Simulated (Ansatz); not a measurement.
**C₂H₅BFI: how energies converge with the basis set**

An exercise on one series of results from a longer session: the logs are not shown, and one member is left open.

Method: one geometry, several basis sets; program: Ansatz 0.2.0, Gaussian basis.

Plan: PBE0-D4/def2-SVP; ωB97M-V/def2-SVP; PBE0-D4/def2-QZVPP; ωB97M-V/def2-QZVPP; the functionals' def2-TZVPP values are taken from earlier runs.

### Structure used throughout

All runs share one geometry, relaxed beforehand with PBE0-D4 in a triple-zeta def2 set. I takes the def2 core potential; no spin-orbit term is included.

10 atoms, charge 0, spin multiplicity 1.

Atoms are counted from 1 here; the program's logs count them from 0.

Bond lengths: C1–B2 1.559 Å, C1–H6 1.092 Å, C1–H7 1.098 Å, C1–H8 1.091 Å, B2–F3 1.334 Å, B2–C4 1.567 Å, C4–I5 2.158 Å, C4–H9 1.087 Å, C4–H10 1.087 Å. Angles: B2–C1–H6 111.9°, B2–C1–H7 108.0°, B2–C1–H8 113.5°, H6–C1–H7 106.4°, H6–C1–H8 109.3°, H7–C1–H8 107.3°, C1–B2–F3 118.7°, C1–B2–C4 124.6°, F3–B2–C4 116.6°, B2–C4–I5 100.0°, B2–C4–H9 116.4°, B2–C4–H10 116.1°, I5–C4–H9 105.0°, I5–C4–H10 105.8°, H9–C4–H10 111.5°.

Set-up of the first run:

in.yaml

```yaml
crystal:
  periodic: [false, false, false]
  atoms:
    - {symbol: C, position_ang: [1.060587, -0.184258, 0.919333]}
    - {symbol: B, position_ang: [0.271979, -0.305916, -0.420221]}
    - {symbol: F, position_ang: [0.907929, -0.766332, -1.499054]}
    - {symbol: C, position_ang: [-1.245541, 0.042247, -0.594681]}
    - {symbol: I, position_ang: [-1.100099, 2.152414, -1.022322]}
    - {symbol: H, position_ang: [2.089902, 0.143641, 0.758415]}
    - {symbol: H, position_ang: [1.119834, -1.183253, 1.371014]}
    - {symbol: H, position_ang: [0.582915, 0.473571, 1.646517]}
    - {symbol: H, position_ang: [-1.861489, -0.022865, 0.298406]}
    - {symbol: H, position_ang: [-1.743016, -0.400449, -1.454308]}
basis:
  gaussian: {orbitals: def2-SVP}
hamiltonian: {xc: pbe0, dispersion: d4}
output: {orbitals: {seedname: orbitals}}
```

The run is started by

```console
$ ansatz run in.yaml --threads 4 --pin off --events-out ev --progress --plain --max-ram 10444MiB
```

Steps of the session up to this table: PBE0-D4 in def2-SVP; ωB97M-V in def2-SVP; PBE0-D4 in def2-QZVPP; ωB97M-V in def2-QZVPP.

One table of the session follows, with a row left open; its other results are not shown here.

It belongs to the step «Density functionals: the series». 

```
functional       basis  HOMO (eV)
   PBE0-D4    def2-SVP      -7.43
   PBE0-D4  def2-TZVPP      -7.50
   PBE0-D4  def2-QZVPP      -7.51
   ωB97M-V    def2-SVP      -9.55
   ωB97M-V  def2-TZVPP      -9.65
   ωB97M-V  def2-QZVPP          ?
```

**Question.** Estimate the row for ωB97M-V, def2-QZVPP.

**Answer.** HOMO (eV): -9.66. In the column «HOMO (eV)» it is the lowest.
